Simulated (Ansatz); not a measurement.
# YMn2: the cost of one run

Program: Ansatz 0.2.0. Level of theory: reference: DFT PBE, plane waves, PAW, scalar-relativistic, no spin polarisation. These are calculated values, not measurements.

## (1) Starting point

The structure is cubic, space group Fd-3m (No. 227). The conventional cell has a = 7.753 Å, b = 7.753 Å, c = 7.753 Å, α = 90.00°, β = 90.00°, γ = 90.00°. Mn (site symmetry -3m) has 6 Mn at 2.74 Å as nearest neighbours. Y (site symmetry -43m) is surrounded by 12 Mn at 3.21 Å and 4 Y at 3.36 Å.

Structure file:

```xyz
6
Lattice="0.0000 3.8763 3.8763 3.8763 0.0000 3.8763 3.8763 3.8763 0.0000" Properties=species:S:1:pos:R:3 pbc="T T T"
Mn    4.8453    4.8453    4.8453
Mn    4.8453    2.9072    2.9072
Mn    2.9072    2.9072    4.8453
Mn    2.9072    4.8453    2.9072
Y     0.0000    0.0000    0.0000
Y     1.9381    1.9381    1.9381
```

## (2) Baseline

input.yaml reads:

```yaml
crystal:
  lattice:
    - [0.0, 3.876261, 3.876261]
    - [3.876261, 0.0, 3.876261]
    - [3.876261, 3.876261, 0.0]
  atoms:
    - { symbol: Mn, position: [0.625, 0.625, 0.625] }
    - { symbol: Mn, position: [0.125, 0.625, 0.625] }
    - { symbol: Mn, position: [0.625, 0.625, 0.125] }
    - { symbol: Mn, position: [0.625, 0.125, 0.625] }
    - { symbol: "Y", position: [0.0, 0.0, 0.0] }
    - { symbol: "Y", position: [0.25, 0.25, 0.25] }
  symmetry: { tolerance: 0.0003 }
kpoints:
  mp_grid: { grid: [4, 4, 4], shift: [0, 0, 0] }
magnetization:
  spin_polarized: false
scf:
  occupations: { method: fermi_dirac }
hamiltonian:
  pseudopotentials: { kind: paw }
  xc: pbe
basis:
  ecutwfc: 420
output:
  forces: true
  stress: true
  eigenvalues: true
relax:
  max_steps: 40
  cell: {}
```

On the command line:

```
> ansatz run input.yaml --threads 1 --pin off --max-ram 2560MiB --backend cpu --events-out ev --progress --plain --runs-dir out
```

What time and memory should one allow on 1 thread of Intel Xeon Platinum 8488C (Sapphire Rapids), shared host?

About 14 s, with a peak of 0.54 GiB.
